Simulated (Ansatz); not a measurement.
# Alloy of ZnSiP2 and MgSiP2 (5 of 16 Zn sites exchanged), 64 atoms

Aim: relax the alloy cell and compare the gap by PBEsol and HSE06.

Program: Ansatz 0.2.0, PAW, plane waves. These are calculated values, not measurements.

**1. The system as built**

64 atoms (11 Zn, 5 Mg, 16 Si, 32 P); a = 10.941 Å, b = 10.941 Å, c = 10.333 Å, α = 90.00°, β = 90.00°, γ = 90.00°. All atoms were shaken off their sites by about 0.02 Å along each axis.

Plan of the steps: (2) PBEsol cell relaxation at the single k point (¼, ¼, ¼), on 7 threads of Arm Neoverse-V2; (3) HSE06 single point at the Γ point alone, on 7 threads of Arm Neoverse-V2.

**2. PBEsol relaxation of the cell and the positions**

Input file in.yaml:

```yaml
crystal:
  lattice:
    - [10.940624, -0.000058, -0.000014]
    - [-0.000058, 10.940624, -0.000014]
    - [-0.000013, -0.000013, 10.332663]
  atoms:
    - { symbol: Zn, position: [0.998087, 0.997868, 0.005694] }
    - { symbol: Zn, position: [0.999918, 0.498194, 0.999650] }
    - { symbol: Zn, position: [0.500202, 0.502435, 0.998612] }
    - { symbol: Zn, position: [0.997647, 0.249602, 0.247077] }
    - { symbol: Zn, position: [0.999684, 0.749281, 0.252368] }
    - { symbol: Zn, position: [0.501571, 0.248355, 0.249868] }
    - { symbol: Zn, position: [0.498963, 0.749423, 0.250216] }
    - { symbol: Zn, position: [0.248056, 0.497526, 0.749256] }
    - { symbol: Zn, position: [0.748718, 0.998454, 0.751909] }
    - { symbol: Zn, position: [0.251044, 0.248816, 0.502473] }
    - { symbol: Zn, position: [0.751612, 0.751326, 0.501953] }
    - { symbol: Mg, position: [0.499384, 0.000211, 0.997458] }
    - { symbol: Mg, position: [0.246260, 0.004158, 0.747280] }
    - { symbol: Mg, position: [0.753686, 0.496796, 0.748197] }
    - { symbol: Mg, position: [0.251401, 0.748534, 0.497060] }
    - { symbol: Mg, position: [0.750638, 0.250264, 0.501317] }
    - { symbol: Si, position: [0.000438, 0.998820, 0.499270] }
    - { symbol: Si, position: [0.000157, 0.497566, 0.498698] }
    - { symbol: Si, position: [0.500112, 0.999847, 0.497323] }
    - { symbol: Si, position: [0.501208, 0.500785, 0.503271] }
    - { symbol: Si, position: [0.250553, 0.003803, 0.250875] }
    - { symbol: Si, position: [0.248788, 0.497709, 0.250777] }
    - { symbol: Si, position: [0.747686, 0.000123, 0.252043] }
    - { symbol: Si, position: [0.751968, 0.501138, 0.247290] }
    - { symbol: Si, position: [0.249096, 0.250038, 0.001088] }
    - { symbol: Si, position: [0.250710, 0.749180, 0.003097] }
    - { symbol: Si, position: [0.755234, 0.250095, 0.998122] }
    - { symbol: Si, position: [0.754291, 0.748694, 0.001257] }
    - { symbol: Si, position: [0.002199, 0.252206, 0.753604] }
    - { symbol: Si, position: [0.001749, 0.747279, 0.751727] }
    - { symbol: Si, position: [0.499588, 0.254880, 0.751168] }
    - { symbol: Si, position: [0.501449, 0.749240, 0.748951] }
    - { symbol: P, position: [0.136523, 0.120557, 0.122516] }
    - { symbol: P, position: [0.137824, 0.624068, 0.125584] }
    - { symbol: P, position: [0.635176, 0.122558, 0.121999] }
    - { symbol: P, position: [0.633003, 0.623318, 0.127418] }
    - { symbol: P, position: [0.110713, 0.123543, 0.620203] }
    - { symbol: P, position: [0.114257, 0.628131, 0.630852] }
    - { symbol: P, position: [0.614535, 0.122636, 0.627668] }
    - { symbol: P, position: [0.614136, 0.626645, 0.622989] }
    - { symbol: P, position: [0.364794, 0.373322, 0.128324] }
    - { symbol: P, position: [0.362575, 0.874069, 0.123284] }
    - { symbol: P, position: [0.862578, 0.375757, 0.121935] }
    - { symbol: P, position: [0.865541, 0.876653, 0.122644] }
    - { symbol: P, position: [0.376724, 0.114643, 0.371271] }
    - { symbol: P, position: [0.375993, 0.613485, 0.371952] }
    - { symbol: P, position: [0.877292, 0.111889, 0.375197] }
    - { symbol: P, position: [0.871823, 0.611532, 0.376481] }
    - { symbol: P, position: [0.124666, 0.387207, 0.374740] }
    - { symbol: P, position: [0.124785, 0.887211, 0.374339] }
    - { symbol: P, position: [0.628015, 0.385434, 0.372859] }
    - { symbol: P, position: [0.627350, 0.887539, 0.375479] }
    - { symbol: P, position: [0.124549, 0.365815, 0.875440] }
    - { symbol: P, position: [0.131515, 0.861206, 0.875369] }
    - { symbol: P, position: [0.622251, 0.366857, 0.878691] }
    - { symbol: P, position: [0.624154, 0.860455, 0.877584] }
    - { symbol: P, position: [0.386047, 0.375386, 0.626424] }
    - { symbol: P, position: [0.382991, 0.872612, 0.625657] }
    - { symbol: P, position: [0.884284, 0.374071, 0.624586] }
    - { symbol: P, position: [0.885662, 0.878130, 0.625208] }
    - { symbol: P, position: [0.372751, 0.134630, 0.875610] }
    - { symbol: P, position: [0.375568, 0.638139, 0.872582] }
    - { symbol: P, position: [0.873532, 0.136528, 0.877573] }
    - { symbol: P, position: [0.873496, 0.640088, 0.876157] }
  symmetry: { detect: false }
kpoints:
  mp_grid: { grid: [1, 1, 1], shift: [0.25, 0.25, 0.25] }
hamiltonian:
  xc: pbesol
scf:
  occupations: { method: fermi_dirac, width: 0.01 }
relax:
  f_tol: 0.03
  max_steps: 80
  escape_saddle: false
  adjacent_minimum: "off"
  cell: { fix: [alpha, beta, gamma] }
output:
  forces: true
  eigenvalues: true
  populations: true
```

Run with:

```sh
> ansatz run in.yaml --threads 7 --pin off --max-ram 13300MiB --runs-dir r --events-out ev --progress --plain
```

After this run come: Single point with HSE06.

What does the calculation give? Wanted: for each run, top filled to lowest empty.

**Answer**, as computed:

| level | time | k points | top filled to lowest empty (eV) |
| --- | --- | --- | --- |
| PBEsol, relaxation | 73 s (7 CPU threads) | (¼, ¼, ¼) | 1.80 |
| HSE06 | 4 min (7 CPU threads) | Γ | 1.98 |

```
     quantity                                                                         value
   relaxation                                              6 recorded steps, 1.43 eV gained
largest shift                                                                  0.15 Å (P54)
 relaxed cell  a = 10.891 Å, b = 10.889 Å, c = 10.438 Å, α = 90.00°, β = 90.00°, γ = 90.00°
   mean bonds                                          Mg–P 2.474, P–Si 2.255, P–Zn 2.370 Å
```

Relaxation gains 1.43 eV, with shifts up to 0.15 Å (P54), while the volume changes by +0.1 %. The mean lengths of the listed bonds run from P–Si 2.25 Å to Mg–P 2.47 Å. The relaxation ran on other k points, so part of any difference from the later rows can come from the mesh. With one k point the spacing samples only the states that fold onto it, so it can exceed the gap over the zone.
